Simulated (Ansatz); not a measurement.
# CH7BFGeN: one species, many methods

An exercise on one series of results from a longer session: the logs are not shown, and one member is left open.

Computed with Ansatz 0.2.0, Gaussian basis. Level: functionals in def2-TZVPP, the program's frozen cores in correlated methods.

The runs, in order: PBE-D4, r2SCAN-D4, PBE0-D4, B3LYP-D4, ωB97X-V, ωB97M-V, B2PLYP; CCSD(T)/def2-TZVPP; MP2/def2-QZVPP; extrapolation to the limit.

## The relaxed structure

An earlier PBE0-D4 in a triple-zeta def2 set relaxation fixed the geometry.

12 atoms, charge 0, spin multiplicity 1.

Atoms are counted from 1 here; the program's logs count them from 0.

Bond lengths: B1–Ge2 2.252 Å, B1–N4 1.467 Å, B1–H6 1.194 Å, B1–H7 1.193 Å, Ge2–F3 1.774 Å, Ge2–N4 2.204 Å, Ge2–H8 1.574 Å, N4–C5 1.454 Å, N4–H9 1.012 Å, C5–H10 1.090 Å, C5–H11 1.090 Å, C5–H12 1.094 Å. Angles: Ge2–B1–N4 69.0°, Ge2–B1–H6 109.4°, Ge2–B1–H7 102.6°, N4–B1–H6 117.1°, N4–B1–H7 117.8°, H6–B1–H7 123.1°, B1–Ge2–F3 105.4°, B1–Ge2–N4 38.4°, B1–Ge2–H8 120.2°, F3–Ge2–N4 91.5°, F3–Ge2–H8 98.1°, N4–Ge2–H8 88.0°, B1–N4–Ge2 72.5°, B1–N4–C5 123.3°, B1–N4–H9 117.6°, Ge2–N4–C5 117.6°, Ge2–N4–H9 102.3°, C5–N4–H9 113.9° and more.

Set-up of the first run:

The input, in.yaml:

```yaml
crystal:
  periodic: [false, false, false]
  atoms:
    - {symbol: B, position_ang: [0.177250, 1.132230, 0.872849]}
    - {symbol: Ge, position_ang: [0.210637, -1.019228, 1.536332]}
    - {symbol: F, position_ang: [-1.481609, -1.436207, 1.865417]}
    - {symbol: N, position_ang: [-0.372096, 0.253832, -0.166310]}
    - {symbol: C, position_ang: [0.285818, 0.017636, -1.441466]}
    - {symbol: H, position_ang: [1.296979, 1.519572, 0.723002]}
    - {symbol: H, position_ang: [-0.586646, 1.630172, 1.642272]}
    - {symbol: H, position_ang: [0.522572, -2.163520, 0.501333]}
    - {symbol: H, position_ang: [-1.376172, 0.131178, -0.193482]}
    - {symbol: H, position_ang: [1.362961, -0.038849, -1.284158]}
    - {symbol: H, position_ang: [-0.051480, -0.920278, -1.883680]}
    - {symbol: H, position_ang: [0.088785, 0.838159, -2.138107]}
basis:
  gaussian: {orbitals: def2-TZVPP}
hamiltonian: {xc: pbe, dispersion: d4}
output: {forces: true, orbitals: {seedname: orbitals}}
```

Started as:

```
ansatz run in.yaml --threads 4 --pin off --events-out ev --progress --plain --max-ram 10444MiB
```

Among the steps run: PBE-D4 (GGA); r2SCAN-D4 (meta-GGA); PBE0-D4 (hybrid); B3LYP-D4 (hybrid); ωB97X-V (range-separated); ωB97M-V (range-separated); B2PLYP (double hybrid); CCSD(T) in def2-TZVPP; MP2 in def2-QZVPP.

One of the session's tables, all rows but one given; the rest of the session is left out.

```
            method  atomisation energy (kJ/mol)
            PBE-D4                       4262.1
         r2SCAN-D4                       4191.4
           PBE0-D4                       4175.4
          B3LYP-D4                       4191.5
           ωB97X-V                       4186.7
           ωB97M-V                       4183.9
            B2PLYP                       4137.0
     HF/def2-TZVPP                       2999.6
    MP2/def2-TZVPP                       4118.8
   CCSD/def2-TZVPP                            ?
CCSD(T)/def2-TZVPP                       4070.4
           MP2/CBS                       4222.7
       CCSD(T)/CBS                       4174.4
```

Q: Estimate the row for CCSD/def2-TZVPP from the others.

The run gave: atomisation energy (kJ/mol): 4006.7. In the column «atomisation energy (kJ/mol)» it lies between HF/def2-TZVPP (2999.6) and CCSD(T)/def2-TZVPP (4070.4).
